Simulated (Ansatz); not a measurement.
# Mg3Co2C: the cost of one run

Program: Ansatz 0.2.0. Level of theory: DFT PBE, scalar-relativistic, plane waves, PAW, unless a step names another level. These are calculated values, not measurements.

4 further runs of the same task are left out: 4 set aside as unsound or not needed.

## (1) The formula and the candidates

Pauling electronegativities: Mg 1.31, Co 1.88, C 2.55 (spread 1.24). No set of common oxidation states balances it. Tabulated atomic sizes suggest about 13 Å³/atom. 21 candidates were drawn, by swapping species into database cells of other compounds, at random by space group and Wyckoff sites, or by hand, as the table says:

| name | made from | space group no. | Wyckoff sites | atoms (primitive cell) | V (Å³/atom) |
| --- | --- | --- | --- | --- | --- |
| c01 | random | 123 | Mg 2f, 1c; Co 1d, 1a; C 1b | 6 | 17.1 |
| c02 | random | 191 | Mg 3f; Co 2e; C 1a | 6 | 15.5 |
| c03 | database cell of Hf2Al3Cu | 166 | Mg 9e; Co 6c; C 3b | 6 | 14.0 |
| c04 | database cell of Pr3MgAl2 | 123 | Mg 2h, 1d; Co 2g; C 1a | 6 | 17.0 |
| c05 | database cell of Sn2Pd3Au | 164 | Mg 2d, 1a; Co 2d; C 1b | 6 | 12.5 |
| c06 | database cell of Lu2AlCo3 | 166 | Mg 9d; Co 6c; C 3a | 6 | 13.4 |
| c07 | random | 123 | Mg 2h, 1d; Co 2f; C 1a | 6 | 16.1 |
| c08 | database cell of Er2Mg3Ru | 123 | Mg 2g, 1d; Co 2h; C 1a | 6 | 17.6 |
| c09 | random | 191 | Mg 3f; Co 2e; C 1b | 6 | 15.3 |
| c10 | random | 191 | Mg 2d, 1a; Co 2c; C 1b | 6 | 17.3 |
| c11 | random | 183 | Mg 3c; Co 2b; C 1a | 6 | 13.5 |
| c12 | database cell of DyB2Ru3 | 191 | Mg 3g; Co 2c; C 1a | 6 | 13.6 |
| c13 | random | 187 | Mg 3j; Co 2g; C 1a | 6 | 14.6 |
| c14 | random | 191 | Mg 2d, 1a; Co 2e; C 1b | 6 | 14.3 |
| c15 | database cell of K2NaCl3 | 164 | Mg 2d, 1b; Co 2d; C 1a | 6 | 13.2 |
| c16 | database cell of Zr2As3S | 99 | Mg 2c, 1b; Co 1b, 1a; C 1a | 6 | 12.6 |
| c17 | database cell of CsCu3O2 | 164 | Mg 3e; Co 2d; C 1b | 6 | 16.9 |
| c18 | random | 47 | Mg 2o, 1e; Co 2s; C 1a | 6 | 16.1 |
| c19 | random | 187 | Mg 1e, 1a, 1b; Co 1c, 1d; C 1f | 6 | 16.4 |
| c20 | random | 191 | Mg 2c, 1b; Co 2d; C 1a | 6 | 16.1 |
| c21 | random | 191 | Mg 2d, 1b; Co 2e; C 1a | 6 | 15.7 |

## (2) Screening run of c02

Contents of input.yaml:

```yaml
crystal:
  lattice:
    - [4.32777675, 0.0, 0.0]
    - [-2.16388837, 3.74796461, 0.0]
    - [0.0, 0.0, 5.72570262]
  atoms:
    - { symbol: Mg, position: [0.5, 0.0, 0.0] }
    - { symbol: Mg, position: [0.0, 0.5, 0.0] }
    - { symbol: Mg, position: [0.5, 0.5, 0.0] }
    - { symbol: Co, position: [0.0, 0.0, 0.66960353], spin: 3.0 }
    - { symbol: Co, position: [0.0, 0.0, 0.33039647], spin: 3.0 }
    - { symbol: C, position: [0.0, 0.0, 0.0] }
basis:
  ecutwfc: 420
kpoints:
  mp_grid: { grid: [4, 4, 3] }
hamiltonian:
  xc: pbe
scf:
  occupations: { method: gaussian, width: 0.2 }
  lower_state_search: "off"
output:
  forces: true
  stress: true
  eigenvalues: true
  populations: true
magnetization:
  spin_polarized: true
relax:
  adjacent_minimum: "off"
  f_tol: 0.08
  max_steps: 16
  cell: { stress_tol: 0.8 }
```

The run is started by

```
$ ansatz run input.yaml --threads 1 --pin off --max-ram 2560MiB --backend cpu --events-out ev --progress --plain --runs-dir out
```

What time and memory should one allow on 1 thread of Arm Neoverse V1, shared host?

About 3.3 min, with a peak of 0.49 GiB.
